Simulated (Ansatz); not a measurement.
# C2H9BFNSi: the cost of one run

All numbers below are computed with Ansatz 0.2.0 (RKS PBE0-D4/def2-SVP).

## 1. The starting structure

Bond lengths: C1–C2 1.509 Å, C2–Si3 1.866 Å, C2–B4 1.573 Å, B4–N5 1.596 Å, B4–F6 1.422 Å, C1–H7 1.161 Å, C1–H8 1.088 Å, C1–H9 1.096 Å, C2–H10 1.123 Å, Si3–H11 1.510 Å, Si3–H12 1.420 Å, Si3–H13 1.463 Å, N5–H14 1.035 Å, N5–H15 1.061 Å. Angles (14 of 24 angles, heavy atoms first): C1–C2–Si3 108.7°, C1–C2–B4 116.2°, Si3–C2–B4 108.9°, C2–B4–N5 118.5°, C2–B4–F6 123.8°, N5–B4–F6 117.7°, C1–C2–H10 107.1°, Si3–C2–H10 108.9°, B4–C2–H10 106.9°, C2–C1–H7 107.9°, C2–C1–H8 110.5°, C2–C1–H9 115.4°, C2–Si3–H11 108.2°, C2–Si3–H12 111.4°.

As a file:

```xyz
15

C    -0.3156    0.2700    1.5406
C     0.5547    0.3100    0.3086
Si    1.1224   -1.4242   -0.0804
B    -0.0955    0.9337   -0.9805
N    -1.4127    0.2541   -1.5737
F     0.3896    2.1061   -1.6229
H    -0.6867    1.3497    1.7495
H    -1.2100   -0.3208    1.3571
H     0.1903   -0.0369    2.4628
H     1.4511    0.9381    0.5589
H     1.8602   -1.9595    1.1229
H     0.0225   -2.2802   -0.3530
H     2.0150   -1.3683   -1.2379
H    -1.7282    0.8273   -2.3759
H    -2.1789    0.3500   -0.8466
```

## 2. End point A

input.yaml

```yaml
crystal:
  periodic: [false, false, false]
  atoms:
    - { symbol: C, position_ang: [-0.3156, 0.27, 1.5406] }
    - { symbol: C, position_ang: [0.5547, 0.31, 0.3086] }
    - { symbol: Si, position_ang: [1.1224, -1.4242, -0.0804] }
    - { symbol: B, position_ang: [-0.0955, 0.9337, -0.9805] }
    - { symbol: "N", position_ang: [-1.4127, 0.2541, -1.5737] }
    - { symbol: F, position_ang: [0.3896, 2.1061, -1.6229] }
    - { symbol: H, position_ang: [-0.6867, 1.3497, 1.7495] }
    - { symbol: H, position_ang: [-1.21, -0.3208, 1.3571] }
    - { symbol: H, position_ang: [0.1903, -0.0369, 2.4628] }
    - { symbol: H, position_ang: [1.4511, 0.9381, 0.5589] }
    - { symbol: H, position_ang: [1.8602, -1.9595, 1.1229] }
    - { symbol: H, position_ang: [0.0225, -2.2802, -0.353] }
    - { symbol: H, position_ang: [2.015, -1.3683, -1.2379] }
    - { symbol: H, position_ang: [-1.7282, 0.8273, -2.3759] }
    - { symbol: H, position_ang: [-2.1789, 0.35, -0.8466] }
basis:
  gaussian: { orbitals: def2-SVP }
hamiltonian:
  xc: pbe0
  dispersion: d4
relax:
  f_tol: 0.015
  max_steps: 40
```

Started as:

```bash
> ansatz run input.yaml --threads 2 --pin off --max-ram 3072MiB --backend cpu --events-out ev --progress --plain --runs-dir out
```

What time and memory should one allow on 2 threads of Intel Xeon 6975P-C (Granite Rapids), shared host?

About 56 s, with a peak of 0.4 GiB.
